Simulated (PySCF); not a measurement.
# A gas-phase reaction: H4O2Si + F → H3O2Si + FH

Wanted: the reaction energy for `O[SiH2]O` + `[F-]` → `[O-][SiH2]O` + `F`.

Computed with PySCF 2.14.0; each step states its level. No surroundings beyond the atoms listed, unless a continuum is named. Atoms count from 0, parts from 1.

## 1. Starting point

Each species was relaxed by itself at PBE0-D3(BJ)/def2-SVPD.

## 2. Reaction energy: wB97M-D3(BJ)/def2-TZVPD

Job settings and geometry (Å):

```
{"job": {"kind": "react", "xc": "wB97M-D3(BJ)", "basis": "def2-TZVPD"}, "charge": 0, "multiplicity": 1}
-1 H4O2Si charge 0 multiplicity 1
O     -1.263420     0.801220    -0.151970
Si    -0.149260    -0.432960    -0.021660
O      1.344370    -0.071280    -0.671070
H     -1.264730     1.503660     0.500880
H      0.020120    -0.779850     1.421100
H     -0.680840    -1.535860    -0.850370
H      1.967630     0.441410    -0.152870

-1 F charge -1 multiplicity 1
F      0.000000     0.000000     0.000000

+1 H3O2Si charge -1 multiplicity 1
O      1.419520     0.000780    -0.919210
Si     0.174810     0.375580    -0.015620
O     -0.855780    -0.972550     0.332430
H     -0.806400     1.395420    -0.586710
H      0.475500     0.919290     1.377810
H     -0.465620    -1.723960    -0.123950

+1 FH charge 0 multiplicity 1
F      0.459260     0.027510    -0.002880
H     -0.459260    -0.027510     0.002880
```

With the program's defaults for keys left out, this is: wB97M-D3(BJ)/def2-TZVPD reaction energy of separated species, gas phase.

The run is started by

```console
$ OMP_NUM_THREADS=1 python cluster_run.py task.json out
```

One launch serves the whole session: the jobs run in the order shown.

**Question.** The jobs that follow are: PBE0-D3(BJ)/def2-TZVPD reaction energy of separated species, gas phase; MP2/def2-TZVPD reaction energy of separated species, gas phase. Predict: reaction energy (wB97M-D3(BJ)/def2-TZVPD); ΔH, ΔG at 298 K (xTB thermal terms). Thermal terms come from harmonic xTB runs on each species.

As calculated:

| quantity | value |
| --- | --- |
| reaction energy (wB97M-D3(BJ)/def2-TZVPD) | -13.69 kcal/mol |
| ΔH, ΔG at 298 K (xTB thermal terms) | -15.5, -16.9 kcal/mol |
| range of the reaction energy over the runs of this table | -16.06 to -13.69 kcal/mol |

**Reading.** The reaction is exothermic by 15.5 kcal/mol in the gas phase; dispersion gives +0.32, and xTB itself gave -4.23 for the electronic energy (xTB energies and thermal terms come from the earlier relaxation of each species, not shown). No barrier was sought. The reaction energy runs from -16.06 (MP2/def2-TZVPD) to -13.69 kcal/mol (wB97M-D3(BJ)/def2-TZVPD).
